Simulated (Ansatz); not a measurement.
# Br2GaHS: the cost of one run

Computed with Ansatz 0.2.0 through its Python package. Level of theory: PBE/def2-SVP.

### 1 The system

Bond lengths: S1–Ga2 2.175 Å, Ga2–Br3 2.039 Å, Ga2–Br4 2.477 Å, S1–H5 1.421 Å. Angles: S1–Ga2–Br3 100.3°, S1–Ga2–Br4 109.0°, Br3–Ga2–Br4 126.3°, Ga2–S1–H5 88.7°.

No structure file is read: the coordinates are typed or built in the script.

### 2 The script

run_torsion.py reads:

```python
"""Rigid torsion scan of Br2GaHS."""

import ansatz as az
from ase import Atoms


def main() -> None:
    atoms = Atoms(["S", "Ga", "Br", "Br", "H"], positions=[
        (0.3273, 1.6213, 0.0471),
        (0.5887, -0.4655, -0.5082),
        (1.5381, -1.1683, 1.1544),
        (-1.5336, -1.3204, -1.456),
        (-0.8705, 1.2592, 0.7213),
    ])

    # start the scan from a relaxed geometry
    first = (
        az.Crystal.molecule_from_ase(atoms).calculation()
        .basis(gaussian="def2-SVP")  # atom-centred Gaussian functions
        .functional("PBE")
        .relax(force_tolerance=0.02, max_steps=80)  # relax until the tolerances are met
    )
    atoms.positions = first.run(threads=1).report["positions_ang"]

    start = atoms.get_dihedral(2, 1, 0, 4)
    energies = {}
    for turn in range(0, 360, 40):
        turned = atoms.copy()
        turned.set_dihedral(2, 1, 0, 4, start + turn, indices=[0, 4])
        base = az.Crystal.molecule_from_ase(turned).calculation().basis(gaussian="def2-SVP").functional("PBE")
        energies[round((start + turn) % 360)] = base.run(threads=1).report["free_energy_ev"]
    floor = min(energies.values())
    print("dihedral Br2-Ga1-S0-H4 (deg)   E - E(min) (kJ/mol)")
    for angle, e in sorted(energies.items()):
        print(f"{angle:8d} {96.485332 * (e - floor):14.3f}  " + "#" * int(30 * (e - floor) / max(max(energies.values()) - floor, 1e-9)))


if __name__ == "__main__":
    main()
```

### 3 The input behind the calls

The engine receives this input (first run):

```yaml
crystal:
  periodic: [false, false, false]
  atoms:
    - { symbol: S, position_ang: [0.3273, 1.6213, 0.0471] }
    - { symbol: Ga, position_ang: [0.5887, -0.4655, -0.5082] }
    - { symbol: Br, position_ang: [1.5381, -1.1683, 1.1544] }
    - { symbol: Br, position_ang: [-1.5336, -1.3204, -1.456] }
    - { symbol: H, position_ang: [-0.8705, 1.2592, 0.7213] }
basis:
  gaussian:
    orbitals: def2-SVP
hamiltonian:
  xc: pbe
relax:
  f_tol: 0.02
  max_steps: 80
```

### 4 Launch

The run is started by

```bash
$ python run_torsion.py
```

**Question.** How long does this script take on 1 thread of AMD EPYC 9R45 (Zen 5), shared host, and how much memory does it need?

About 31 s, with a peak of 0.26 GiB.
